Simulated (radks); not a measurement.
# Zr⁺ in [Kr] 4d2 5p1: an all-electron calculation

What are the levels of the zirconium ion Zr+, how large are its shells, and how does its energy divide?

The numbers are computed with radks (a radial shooting solver on a logarithmic mesh, Libxc functionals) version 1 (scalar-relativistic Kohn-Sham, PBE, spin-polarised, spherical densities, point nucleus; open shells are filled with parallel spins first), except any that are marked as measured or tabulated.

### Step 1. The atom as given

```
element       : zirconium (Z = 40)
charge        : +1
electrons     : 39
configuration : [Kr] 4d2 5p1
```

Outer shells as boxes (Hund's rule):

Zr⁺
```
[Kr] core
4d [↑ ][↑ ][  ][  ][  ]
5p [↑ ][  ][  ]
```

### Step 2. Self-consistent calculation

The run's settings:

```text
Z 40
configuration [Kr] 4d2 5p1
relativity scalar-relativistic
functional pbe,pbe
spin polarised
nucleus point
c 137.035999084
```

What does the calculation give?

**Answer**, as computed:

| quantity | value |
| --- | --- |
| total energy | -3598.17327 hartree |
| exchange-correlation share of it | 3.16 % |
| −T/E | 1.0282 |
| highest occupied level | 5p up, -7.238 eV |
| most extended occupied level | 5p up, <r> = 4.14 bohr |
| radius at density 0.001 e/bohr³ | 4.70 bohr |
| maxima of the radial density | 3 |

What this shows: 5 principal shells are occupied and 3 maxima appear in the radial density; where shells overlap, one shows as a shoulder or not at all. Relativity lifts −T/E to 1.028. This is not the tabulated ground configuration, so its levels and sizes aren't those of the ground state, and no measured value stands beside it.
